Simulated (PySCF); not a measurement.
# CH₃Cl₃Sn: NMR shieldings

Wanted: NMR shieldings for CH₃Cl₃Sn (`[CH3][Sn]([Cl])([Cl])[Cl]`).

Programs: PySCF 2.14.0, with routines of our own; each step states its level. All values are computed. Atoms count from 0.

## Step 1: The starting structure

8 atoms, charge 0, multiplicity 1; geometry from: GFN2-xTB.

## Step 2: Optimising the geometry at PBE0-D3(BJ)/def2-SVP

Job settings and geometry (Å):

```
{"job": {"xc": "PBE0", "basis": "def2-SVP", "d3": "d3bj", "grid": 1, "maxiter": 30, "shake": 0.01, "kind": "geom"}, "charge": 0, "multiplicity": 1}
C     -1.282660    -0.217780     0.044510
Sn     0.884240     0.127470    -0.035000
Cl     1.920720    -1.242320    -1.598610
Cl     1.473300     2.319530    -0.612180
Cl     1.913670    -0.293690     2.000970
H     -1.472730    -1.222330     0.308680
H     -1.696970     0.478000     0.787120
H     -1.684440     0.031980    -0.947960
```

Started as:

```bash
$ OMP_NUM_THREADS=1 python heavy_run.py task.json out
```

This one command runs all jobs of the session in turn.

Log:

```text
step   0  E = -1633.99645905  max force = 0.037782
step   1  E = -1633.99827031  max force = 0.013149
step   2  E = -1633.99907413  max force = 0.004519
step   3  E = -1633.99925731  max force = 0.002484
step   4  E = -1633.99931225  max force = 0.001709
step   5  E = -1633.99931872  max force = 0.001971
step   6  E = -1633.99933257  max force = 0.001188
step   7  E = -1633.99934426  max force = 0.000228
optimisation converged
```

Run time: 47 s. Hardware: 1 thread of Arm Neoverse V1, shared host; peak memory 0.46 GiB.

Along the way:

```
step  energy from step 0 (eV)  largest force component (eV/Å)
   0                   0.0000                          1.9428
   1                  -0.0493                          0.6761
   2                  -0.0712                          0.2324
   3                  -0.0761                          0.1277
   4                  -0.0776                          0.0879
   5                  -0.0778                          0.1014
   6                  -0.0782                          0.0611
   7                  -0.0785                          0.0117
```

Distances of close pairs at the start and the end, largest changes first:

```
   bond  before (Å)  after (Å)  change (Å)
 C0–Sn1       2.196      2.120      -0.076
  C0–H5       1.056      1.098      +0.042
Sn1–Cl3       2.342      2.330      -0.012
Sn1–Cl4       2.320      2.330      +0.010
Sn1–Cl2       2.323      2.331      +0.008
  C0–H7       1.099      1.098      -0.002
  C0–H6       1.099      1.098      -0.001
```

The final coordinates are the input of the step that follows.

```
                         at the end point                value
rotational constants (GHz, main isotopes)  1.323, 1.304, 1.028
                        dipole moment (D)                 3.57
```

## Step 3: NMR shieldings: PBE/pcSseg-1 Sn:us-x2c-TZVPall-2c, spin–orbit

Job settings and geometry (Å):

```
{"job": {"kind": "hnmr", "xc": "PBE", "basis": {"default": "pcSseg-1", "Sn": "us-x2c-TZVPall-2c"}, "rel": "so"}, "charge": 0, "multiplicity": 1}
C     -1.237417    -0.092447     0.168059
Sn     0.855828     0.066692    -0.127420
Cl     1.599218    -1.479905    -1.705011
Cl     1.516510     2.176553    -0.863797
Cl     2.063486    -0.330800     1.825394
H     -1.460553    -1.125486     0.466345
H     -1.537822     0.608801     0.957069
H     -1.741079     0.152741    -0.775989
```

Level: PBE/pcSseg-1 Sn:us-x2c-TZVPall-2c GIAO NMR shielding, X2C with spin-orbit coupling, screened-nuclear two-electron part, Gaussian nuclei, gas phase.

Log:

```text
spin-free SCF
coarse grid: 39576 points
cycle   1  E = -7599.8097164773  dE =  4.092e-02  |g| = 6.288e-01  |ddm| = 1.656e+02
cycle   2  E = -7599.6385151666  dE =  1.712e-01  |g| = 1.076e+00  |ddm| = 1.790e+00
cycle   3  E = -7599.8982160924  dE = -2.597e-01  |g| = 1.257e-01  |ddm| = 1.215e+00
cycle   4  E = -7599.9009447714  dE = -2.729e-03  |g| = 5.145e-02  |ddm| = 1.854e-01
cycle   5  E = -7599.9013587933  dE = -4.140e-04  |g| = 2.849e-02  |ddm| = 7.464e-02
cycle   6  E = -7599.9015955880  dE = -2.368e-04  |g| = 2.024e-03  |ddm| = 3.392e-02
cycle   7  E = -7599.9015963247  dE = -7.367e-07  |g| = 5.042e-04  |ddm| = 1.990e-03
final grid: 76608 points
cycle   8  E = -7599.8992101709  dE = -1.444e-06  |g| = 2.134e-03  |ddm| = 2.053e-03
cycle   9  E = -7599.8992101305  dE =  4.036e-08  |g| = 6.985e-04  |ddm| = 1.291e-03
cycle  10  E = -7599.8992101096  dE =  2.096e-08  |g| = 7.608e-04  |ddm| = 1.566e-03
cycle  11  E = -7599.8992102353  dE = -1.257e-07  |g| = 1.703e-04  |ddm| = 9.391e-04
cycle  12  E = -7599.8992102408  dE = -5.472e-09  |g| = 6.772e-06  |ddm| = 1.647e-04
converged SCF energy = -7599.8992102408
two-component SCF
cycle   1  E = -7599.2489492900  dE = -7.599e+03  |FDS-SDF| = 4.465e+01
cycle   2  E = -7600.7288485737  dE = -1.480e+00  |FDS-SDF| = 6.662e-02
cycle   3  E = -7600.7288508430  dE = -2.269e-06  |FDS-SDF| = 1.093e-02
cycle   4  E = -7600.7288454162  dE =  5.427e-06  |FDS-SDF| = 8.437e-03
cycle   5  E = -7600.7288540528  dE = -8.637e-06  |FDS-SDF| = 2.326e-03
cycle   6  E = -7600.7288553692  dE = -1.316e-06  |FDS-SDF| = 3.953e-04
cycle   7  E = -7600.7288554053  dE = -3.612e-08  |FDS-SDF| = 1.176e-04
cycle   8  E = -7600.7288554090  dE = -3.760e-09  |FDS-SDF| = 1.016e-05
converged, E = -7600.7288554090

Field gradients (au) and densities at the nuclei (bohr^-3)
atom        Vxx        Vyy        Vzz        centre      nuclear mean
  0 C     -0.0728    -0.0747     0.1474        114.400        114.400
  1 Sn     1.0637     1.1258    -2.1895     174621.445     173409.376
  2 Cl    -1.1820    -1.2459     2.4279       2817.044       2816.992
  3 Cl    -1.1991    -1.2444     2.4435       2817.047       2816.995
  4 Cl    -1.1956    -1.2391     2.4347       2817.045       2816.993
  5 H     -0.1476    -0.1494     0.2970          0.371          0.371
  6 H     -0.1481    -0.1502     0.2983          0.371          0.371
  7 H     -0.1480    -0.1499     0.2978          0.371          0.371
without picture change
  1 Sn                          -2.4224                    356458.294

Core orbital energies (eV)
atom   shell        mean    spread
  1 Sn 1s       -28959.310   0.000
  1 Sn 2s        -4373.178   0.000
  1 Sn 3s         -845.216   0.000
  1 Sn 4s         -135.331   0.000
  1 Sn 5s          -17.446   0.000
  1 Sn 2p1/2     -4084.300   0.000
  1 Sn 2p3/2     -3855.115   0.014
  1 Sn 3p1/2      -728.109   0.000
  1 Sn 3p3/2      -686.143   0.044
  1 Sn 4p1/2       -96.457   0.000
  1 Sn 4p3/2       -88.904   0.069
  1 Sn 3d3/2      -479.233   0.041
  1 Sn 3d5/2      -470.719   0.052
  1 Sn 4d3/2       -28.178   0.066
  1 Sn 4d5/2       -27.154   0.112
  2 Cl 1s        -2748.929   0.000
  2 Cl 2s         -251.493   0.000
  2 Cl 3s          -20.344   0.000
  2 Cl 2p1/2      -191.663   0.000
  2 Cl 2p3/2      -190.016   0.136
  3 Cl 1s        -2748.943   0.000
  3 Cl 2s         -251.506   0.000
  3 Cl 3s          -20.356   0.000
  3 Cl 2p1/2      -191.677   0.000
  3 Cl 2p3/2      -190.030   0.137
  4 Cl 1s        -2748.927   0.000
  4 Cl 2s         -251.490   0.000
  4 Cl 3s          -20.343   0.000
  4 Cl 2p1/2      -191.660   0.000
  4 Cl 2p3/2      -190.013   0.136

Shielding tensors (ppm)
atom      isotropic    diamagn.    paramagn.     s11        s22        s33       span
  0 C       163.96      253.90      -89.94     149.22     149.96     192.70      43.48
  1 Sn     3183.64     4740.12    -1556.48    3087.55    3093.11    3370.26     282.71
  2 Cl      782.61     1123.48     -340.87     637.76     723.17     986.90     349.13
  3 Cl      781.88     1123.43     -341.55     632.92     725.39     987.33     354.41
  4 Cl      781.42     1123.47     -342.05     633.09     724.39     986.78     353.69
  5 H        29.80       29.23        0.57      24.04      27.15      38.20      14.16
  6 H        29.81       29.22        0.60      24.02      27.08      38.34      14.32
  7 H        29.80       29.20        0.59      24.05      27.10      38.24      14.19
```

It took 64 s on 1 thread of Arm Neoverse V1, shared host; peak memory 1 GiB.

In short:

| quantity | value |
| --- | --- |
| energy from spin-orbit coupling | -0.8296 Eh |

Orbitals, density, ELF and potential are computed afterwards from the orbital file.

Frontier orbitals at PBE/us-x2c-TZVPall-2c+pcSseg-1, with the share of their density that lies nearest to each atom:

| orbital | energy (eV) | lies on |
| --- | --- | --- |
| HOMO | -7.75 | Cl2, Cl3, Cl4 about 33 % each |
| LUMO | -3.11 | Sn1 33 %; Cl2, Cl3, Cl4 about 16 % each; C0 12 % |

ELF in a plane through or near 3 of the atoms.

Ten even steps from ' ' (0.00) to '@' (1.00):
```
                                                        
                                                        
                                                        
                                                        
                                                        
                                  ::==++--              
              ..........        ++@@@@@@@@##::          
              ....::....::::::::##@@@@@@@@%%--          
              ......::--::::==++##@@@@@@@@**::          
              ..::++**==##----%%--::::++++::..          
              ..::++++++##----##--::::++++::..          
        ....::--::::::--::::--==++******++::            
      ::--++**######++==::......::--====--..            
      ==**##%%##++++####==..        ....                
    ..==**%%%%------**%%##==..                          
      --++##%%%%####%%%%##++::                          
      ..::--++**######**==::..                          
          ....----------..                              
                                                        
                                                        
```
The map spans 8.8 Å across and 9.5 Å up, centred on the molecule. Atoms in the plane (x, y in Å): C0 (1.3, 0.0), Sn1 (-0.9, 0.0), H6 (1.6, 1.0).

On the surface of density 0.002 e/bohr³ the electrostatic potential runs, from the 1st to the 99th percentile, from -0.52 V near Cl4 to 1.77 V near H6.

## Step 4: NMR shieldings: PBE/pcSseg-1 Sn:us-x2c-TZVPall-2c, spin-free

The job, as its differences from that of step 3:

```diff
@@ -1,2 +1,2 @@
-{"job": {"kind": "hnmr", "xc": "PBE", "basis": {"default": "pcSseg-1", "Sn": "us-x2c-TZVPall-2c"}, "rel": "so"}, "charge": 0, "multiplicity": 1}
+{"job": {"kind": "hnmr", "xc": "PBE", "basis": {"default": "pcSseg-1", "Sn": "us-x2c-TZVPall-2c"}, "rel": "sf"}, "charge": 0, "multiplicity": 1}
 C     -1.237417    -0.092447     0.168059
```

Level: PBE/pcSseg-1 Sn:us-x2c-TZVPall-2c GIAO NMR shielding, spin-free X2C, Gaussian nuclei, gas phase.

Log:

```text
spin-free SCF
coarse grid: 39576 points
cycle   1  E = -7599.8097164773  dE =  4.092e-02  |g| = 6.288e-01  |ddm| = 1.656e+02
cycle   2  E = -7599.6385151666  dE =  1.712e-01  |g| = 1.076e+00  |ddm| = 1.790e+00
cycle   3  E = -7599.8982160924  dE = -2.597e-01  |g| = 1.257e-01  |ddm| = 1.215e+00
cycle   4  E = -7599.9009447714  dE = -2.729e-03  |g| = 5.145e-02  |ddm| = 1.854e-01
cycle   5  E = -7599.9013587933  dE = -4.140e-04  |g| = 2.849e-02  |ddm| = 7.464e-02
cycle   6  E = -7599.9015955880  dE = -2.368e-04  |g| = 2.024e-03  |ddm| = 3.392e-02
cycle   7  E = -7599.9015963247  dE = -7.367e-07  |g| = 5.042e-04  |ddm| = 1.990e-03
final grid: 76608 points
cycle   8  E = -7599.8992101709  dE = -1.444e-06  |g| = 2.134e-03  |ddm| = 2.053e-03
cycle   9  E = -7599.8992101305  dE =  4.036e-08  |g| = 6.985e-04  |ddm| = 1.291e-03
cycle  10  E = -7599.8992101096  dE =  2.096e-08  |g| = 7.608e-04  |ddm| = 1.566e-03
cycle  11  E = -7599.8992102353  dE = -1.257e-07  |g| = 1.703e-04  |ddm| = 9.391e-04
cycle  12  E = -7599.8992102408  dE = -5.472e-09  |g| = 6.772e-06  |ddm| = 1.647e-04
converged SCF energy = -7599.8992102408
check of the scalar solution
cycle   1  E = -7599.8992102408  dE = -7.600e+03  |FDS-SDF| = 4.065e+00
cycle   2  E = -7599.9000657046  dE = -8.555e-04  |FDS-SDF| = 1.840e-03
cycle   3  E = -7599.9000657049  dE = -3.129e-10  |FDS-SDF| = 1.076e-04
cycle   4  E = -7599.9000657046  dE =  3.165e-10  |FDS-SDF| = 9.548e-05
cycle   5  E = -7599.9000657051  dE = -5.166e-10  |FDS-SDF| = 2.162e-05
converged, E = -7599.9000657051

Field gradients (au) and densities at the nuclei (bohr^-3)
atom        Vxx        Vyy        Vzz        centre      nuclear mean
  0 C     -0.0724    -0.0744     0.1468        114.400        114.400
  1 Sn     1.0607     1.1229    -2.1836     174520.623     173308.554
  2 Cl    -1.1807    -1.2444     2.4251       2817.059       2817.008
  3 Cl    -1.1978    -1.2429     2.4407       2817.062       2817.011
  4 Cl    -1.1943    -1.2376     2.4319       2817.060       2817.009
  5 H     -0.1476    -0.1494     0.2970          0.371          0.371
  6 H     -0.1481    -0.1502     0.2983          0.371          0.371
  7 H     -0.1480    -0.1499     0.2978          0.371          0.371
without picture change
  1 Sn                          -2.4184                    356470.587

Core orbital energies (eV)
atom   shell        mean    spread
  1 Sn 1s       -28960.858   0.000
  1 Sn 2s        -4373.468   0.000
  1 Sn 3s         -845.282   0.000
  1 Sn 4s         -135.345   0.000
  1 Sn 5s          -17.448   0.000
  1 Sn 2p        -3928.783   0.020
  1 Sn 3p         -699.660   0.066
  1 Sn 4p          -91.332   0.103
  1 Sn 3d         -474.153   0.058
  1 Sn 4d          -27.569   0.163
  2 Cl 1s        -2748.927   0.000
  2 Cl 2s         -251.491   0.000
  2 Cl 3s          -20.344   0.000
  2 Cl 2p         -190.563   0.214
  3 Cl 1s        -2748.942   0.000
  3 Cl 2s         -251.505   0.000
  3 Cl 3s          -20.356   0.000
  3 Cl 2p         -190.577   0.215
  4 Cl 1s        -2748.925   0.000
  4 Cl 2s         -251.489   0.000
  4 Cl 3s          -20.343   0.000
  4 Cl 2p         -190.561   0.214

Shielding tensors (ppm)
atom      isotropic    diamagn.    paramagn.     s11        s22        s33       span
  0 C       165.43      253.48      -88.06     151.94     152.75     191.59      39.65
  1 Sn     2279.83     5136.97    -2857.14    2219.14    2223.25    2397.11     177.97
  2 Cl      784.72     1141.11     -356.39     634.19     721.60     998.38     364.19
  3 Cl      783.92     1141.06     -357.15     629.35     723.60     998.80     369.45
  4 Cl      783.48     1141.10     -357.62     629.57     722.64     998.23     368.66
  5 H        29.88       29.23        0.66      24.37      27.06      38.21      13.84
  6 H        29.91       29.22        0.69      24.36      27.00      38.36      14.00
  7 H        29.89       29.20        0.69      24.39      27.01      38.26      13.87
```

It took 20 s on 1 thread of Arm Neoverse V1, shared host; peak memory 1 GiB.

## Step 5: Shieldings side by side

```csv
run,Sn1,Cl2,Cl4,Cl3,C0,H6,H7,time
"step 3, PBE/pcSseg-1 Sn:us-x2c-TZVPall-2c, spin–orbit",3183.6,782.6,781.4,781.9,164.0,29.8,29.8,64 s
"step 4, PBE/pcSseg-1 Sn:us-x2c-TZVPall-2c, spin-free",2279.8,784.7,783.5,783.9,165.4,29.9,29.9,20 s
```

## Step 6: Outcome

| quantity | value |
| --- | --- |
| rotational constants (main isotopes) | 1.32, 1.30, 1.03 GHz |
| energy from spin-orbit coupling (step 3, PBE/pcSseg-1 Sn:us-x2c-TZVPall-2c, spin–orbit) | -0.8296 Eh |
| shieldings (step 3, PBE/pcSseg-1 Sn:us-x2c-TZVPall-2c, spin–orbit) | C0 164.0, Sn1 3183.6, Cl2 782.6, Cl3 781.9, Cl4 781.4 ppm |
| surface potential, 1st and 99th percentile | -0.52 V and 1.77 V |
| shieldings (step 4, PBE/pcSseg-1 Sn:us-x2c-TZVPall-2c, spin-free) | C0 165.4, Sn1 2279.8, Cl2 784.7, Cl3 783.9, Cl4 783.5 ppm |

In words: The optimisation took 7 steps and gained 0.079 eV; among the close pairs (by a distance rule), C0–Sn1 changed most, from 2.196 to 2.120 Å. A contracted two-component basis is stiff near heavy nuclei, so the absolute shieldings of the heavy atoms from it are rough. By nearest atom (PBE/us-x2c-TZVPall-2c+pcSseg-1), the HOMO sits on Cl2, Cl3, Cl4 about 33 % each and the LUMO on Sn1 33 %; Cl2, Cl3, Cl4 about 16 % each. Sn1 moves most between the runs, by 904 ppm; the labels say what changes from run to run.
